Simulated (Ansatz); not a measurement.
# CH3FO2Si: basis-set convergence

An exercise on one series of results from a longer session: the logs are not shown, and one member is left open.

Method: one geometry, several basis sets; program: Ansatz 0.2.0, Gaussian basis.

Plan: PBE0-D4/def2-SVP; ωB97M-V/def2-SVP; PBE0-D4/def2-QZVPP; ωB97M-V/def2-QZVPP; the functionals' def2-TZVPP values are taken from earlier runs.

## The relaxed structure

An earlier PBE0-D4 in a triple-zeta def2 set relaxation fixed the geometry.

8 atoms, charge 0, spin multiplicity 1.

Atoms are counted from 1 here; the program's logs count them from 0.

Bond lengths: O1–Si2 1.615 Å, O1–H6 0.959 Å, Si2–F3 1.574 Å, Si2–C4 1.783 Å, Si2–O5 1.624 Å, C4–O5 1.530 Å, C4–H7 1.088 Å, C4–H8 1.088 Å. Angles: Si2–O1–H6 117.3°, O1–Si2–F3 104.8°, O1–Si2–C4 129.1°, O1–Si2–O5 120.9°, F3–Si2–C4 121.8°, F3–Si2–O5 119.0°, C4–Si2–O5 53.1°, Si2–C4–O5 58.1°, Si2–C4–H7 123.7°, Si2–C4–H8 122.5°, O5–C4–H7 111.5°, O5–C4–H8 111.5°, H7–C4–H8 112.8°, Si2–O5–C4 68.8°.

Set-up of the first run:

Contents of in.yaml:

```yaml
crystal:
  periodic: [false, false, false]
  atoms:
    - {symbol: O, position_ang: [-0.166609, 1.155292, 1.523313]}
    - {symbol: Si, position_ang: [0.498506, 0.217800, 0.388455]}
    - {symbol: F, position_ang: [1.969621, -0.037527, 0.887845]}
    - {symbol: C, position_ang: [-0.296831, -0.865608, -0.782998]}
    - {symbol: O, position_ang: [0.240824, 0.507876, -1.188211]}
    - {symbol: H, position_ang: [-1.013019, 1.557954, 1.320281]}
    - {symbol: H, position_ang: [-1.374944, -0.926292, -0.912968]}
    - {symbol: H, position_ang: [0.234552, -1.666694, -1.291516]}
basis:
  gaussian: {orbitals: def2-SVP}
hamiltonian: {xc: pbe0, dispersion: d4}
output: {orbitals: {seedname: orbitals}}
```

On the command line:

```bash
ansatz run in.yaml --threads 2 --pin off --events-out ev --progress --plain --max-ram 4352MiB
```

Among the steps run: PBE0-D4 in def2-SVP; ωB97M-V in def2-SVP; PBE0-D4 in def2-QZVPP; ωB97M-V in def2-QZVPP.

One of the session's tables, all rows but one given; the rest of the session is left out.

| functional | basis | HOMO (eV) | LUMO (eV) |
| --- | --- | --- | --- |
| PBE0-D4 | def2-SVP | -7.85 | 0.40 |
| PBE0-D4 | def2-TZVPP | -7.99 | 0.02 |
| PBE0-D4 | def2-QZVPP | -8.03 | -0.28 |
| ωB97M-V | def2-SVP | -10.13 | 2.22 |
| ωB97M-V | def2-TZVPP | ? | ? |
| ωB97M-V | def2-QZVPP | -10.34 | 1.11 |

**Question.** Estimate the row for ωB97M-V, def2-TZVPP.

The run gave: HOMO (eV): -10.29; LUMO (eV): 1.68. In the column «HOMO (eV)» it lies between ωB97M-V, def2-QZVPP (-10.34) and ωB97M-V, def2-SVP (-10.13).
